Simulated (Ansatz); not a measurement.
Ba, space group Im-3m, relaxations under a series of pressures

Computed with Ansatz 0.2.0, Python API.

Notebook, run cell by cell (the value of a cell's last expression is shown):

```python
import warnings

import ansatz
import numpy as np
```

```python
def edges_and_angles(cell):
    cell = np.asarray(cell)
    a, b, c = np.linalg.norm(cell, axis=1)
    cosines = cell[1] @ cell[2] / (b * c), cell[0] @ cell[2] / (a * c), cell[0] @ cell[1] / (a * b)
    return (a, b, c, *np.degrees(np.arccos(cosines)))
```

```python
warnings.simplefilter("ignore", ansatz.DeckWarning)
```

```python
ba = (
    ansatz.Lattice.from_parameters(4.341385, 4.341385, 4.341385, alpha=109.47122, beta=109.47122, gamma=109.47122)
    .atom("Ba", (0.0, 0.0, 0.0))
)
```

```python
job = (
    ba.calculation()
    .functional("r2scan")
    .pseudopotentials("paw")
    .kpoints(7, 7, 7, center="gamma")
    .occupations("fermi_dirac", width=0.15)
)
```

```python
rows = []
for pressure in [0, 10, 20, 30, 40]:
    done = job.relax(cell=True, pressure=pressure).run()
    cell = done.lattice.cell_ang
    n_atoms = len(done.lattice.sites)
    volume = abs(np.linalg.det(cell)) / n_atoms
    enthalpy = done.report["free_energy_ev"] / n_atoms + pressure * volume / 160.21766
    rows.append((pressure, volume, enthalpy, *edges_and_angles(cell)))
    print(f"{pressure} GPa done: {volume:.4f} A^3/atom")
```

    0 GPa done: 65.6532 A^3/atom
    10 GPa done: 35.7967 A^3/atom
    20 GPa done: 27.6480 A^3/atom
    30 GPa done: 24.3845 A^3/atom
    40 GPa done: 22.6980 A^3/atom

```python
print(" P (GPa)  V (A^3/atom)  H (eV/atom)     a       b       c")
for row in rows:
    print("{:8.1f} {:12.4f} {:14.5f} {:7.4f} {:7.4f} {:7.4f}".format(*row[:6]))
p, v = np.array([row[0] for row in rows], float), np.array([row[1] for row in rows])
print("mean bulk modulus between rows (GPa):", np.round(-np.diff(p) / np.diff(np.log(v)), 1))
```

     P (GPa)  V (A^3/atom)  H (eV/atom)     a       b       c
         0.0      65.6532    -5964.50779  4.4018  4.4018  4.4018
        10.0      35.7967    -5961.59910  3.5960  3.5960  3.5960
        20.0      27.6480    -5959.65057  3.2994  3.2994  3.2994
        30.0      24.3845    -5958.03621  3.1641  3.1641  3.1641
        40.0      22.6980    -5956.57106  3.0894  3.0894  3.0894
    mean bulk modulus between rows (GPa): [ 16.5  38.7  79.6 139.5]

The volume falls from 65.65 Å³ an atom at 0 GPa to 22.70 at 40 GPa, by 65.4 %. Between 0 and 10 GPa, -V dP/dV is about 16 GPa, a mean over that step.

Notes:
- Total energies depend on the potentials; only differences at equal settings carry meaning.
- At a fixed pressure a relaxation lowers the enthalpy F + PV, while F alone can rise.
- For a metal this k-point mesh is coarse: on a finer one energies can move by several to tens of meV an atom and pressures by half a GPa or more, differences at one mesh by less.
- A Fermi-Dirac width this large means warm electrons, whose thermal share enters the free energy.
- Of the deposited cell: the entry's cell lengths or inner coordinates differ somewhat from later room-temperature determinations.
- Symmetry holds the cell in this phase, whether or not it is the stable one at each pressure.
- Timing: 49 s on 1 thread of Intel(R) Xeon(R) 6975P-C (Granite Rapids), on a shared host, peak memory 0.61 GiB.

(Lines on the test bed's own set-up are left out of the output.)
